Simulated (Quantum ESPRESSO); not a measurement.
## SbSe2 in Quantum ESPRESSO: the effect of functional

The system is SbSe2.

```
CELL_PARAMETERS angstrom
0.00000 3.45640 3.45640
3.45640 0.00000 3.45640
3.45640 3.45640 0.00000
ATOMIC_POSITIONS crystal
Sb 0.00000 0.00000 0.00000
Se 0.25000 0.25000 0.25000
Se 0.75000 0.75000 0.75000
```

The cell was built by a generator and needn't be a form met in nature.

Alike in all runs:

| Item | Value |
| --- | --- |
| Program | Quantum ESPRESSO 7.5 |
| Task | phonons |
| Cutoff | 1170 eV |
| Density cutoff | 4680 eV |
| k mesh | 2 × 2 × 2, shifted |
| Occupations | fermi-dirac, width 0.05 eV |
| Spin | no spin polarisation |

Each run relaxes the cell or the atoms first.

Question: One run gave: relaxed volume 25.42 Å³/atom; highest phonon frequency 110 cm⁻¹. Which functional did it use?
A. LDA
B. PBEsol
C. vdW-DF-cx
D. AM05
E. BLYP

Answer: A.

```csv
functional,potentials or basis,relaxed volume (Å³/atom),highest phonon frequency (cm⁻¹)
LDA,PseudoDojo 0.4.1 SR LDA standard,25.42,110
PBEsol,PseudoDojo 0.4.1 SR PBEsol standard,25.98,107
AM05,PseudoDojo 0.4.1 SR PBE standard,26.06,104
BLYP,PseudoDojo 0.4.1 SR PBE standard,29.76,90
WC,PseudoDojo 0.4.1 SR PBE standard,26.08,107
vdW-DF-cx,PseudoDojo 0.4.1 SR PBE standard,26.28,107
```

Caveats: all runs use coarse meshes; the mesh is thin for the phonons of a metal; the potentials were made for another functional, which shifts forces and pressure (some runs); some modes are imaginary (some runs); before the sum rule the acoustic modes lie tens of cm⁻¹ from zero, a sign that the density grid also shifts the optical modes (some runs).

Runs at the PBE level aren't shown here.
